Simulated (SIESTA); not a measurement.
The system is CsLiCr2Te2S3.

```
Cs Li Cr Te S
1.0
     3.60358    0.00000    0.00000
    -1.80179    3.12079    0.00000
     0.00000    0.00000   19.06651
Cs Li Cr Te S
1 1 2 2 3
Direct
  0.00000 0.00000 0.37399
  0.66667 0.33333 0.01607
  0.00000 0.00000 0.86637
  0.33333 0.66667 0.16833
  0.33333 0.66667 0.53891
  0.66667 0.33333 0.77276
  0.00000 0.00000 0.10030
  0.33333 0.66667 0.92920
  0.66667 0.33333 0.23408
```

The cell was built by a generator and needn't be a form met in nature.

Base run:

* Program: SIESTA 5.4.2
* Functional: RPBE
* Potentials or basis: PseudoDojo 0.4 standard (PBE files)
* Basis: DZP (energy shift 0.003 Ry; two zetas on semicore shells; d shell added on Cs)
* Grid cutoff: 800 Ry
* Energy shift: 0.003 Ry
* k mesh: 9 × 9 × 2
* Occupations: fermi-dirac, width 0.05 eV
* Spin: collinear spin, ferromagnetic start
* Starting moments: [0.0, 0.0, 3.0, 3.0, 0.0, 0.0, 0.0, 0.0, 0.0] μB

Its results: band gap on the k mesh none (metal or under the smearing width); pressure 2.6 GPa; net moment 5.66 μB per cell; site moments Cs -0.02; Li -0.07; Cr +3.23, +3.32; Te -0.01, -0.41; S -0.12, -0.13, -0.15 μB; largest force 0.387 eV/Å.

**Question.** After a change of settings the same cell gave: band gap on the k mesh none (metal or under the smearing width); pressure 0.6 GPa; net moment 5.65 μB per cell; site moments Cs -0.02; Li -0.06; Cr +3.20, +3.30; Te -0.01, -0.39; S -0.11, -0.12, -0.14 μB; largest force 0.218 eV/Å. Which change was it?
A. functional from RPBE to PBE
B. functional from RPBE to LDA; potentials or basis from PseudoDojo 0.4 standard (PBE files) to PseudoDojo 0.4 standard (LDA files)
C. functional from RPBE to AM05; potentials or basis from PseudoDojo 0.4 standard (PBE files) to PseudoDojo 0.4 standard (PBEsol files)
D. functional from RPBE to PBEsol; potentials or basis from PseudoDojo 0.4 standard (PBE files) to PseudoDojo 0.4 standard (PBEsol files)

**Answer.** A.

PBE binds more tightly than RPBE, so the same cell stands under less pressure.

Caveats: spin-orbit coupling is left out, which moves the levels of the heavy elements; the basis of atomic orbitals isn't converged, which shifts pressures, moduli and gaps; only a ferromagnetic start was run, and an antiferromagnetic order may lie lower in energy; the potentials were made for another functional, which shifts forces and pressure (some runs).
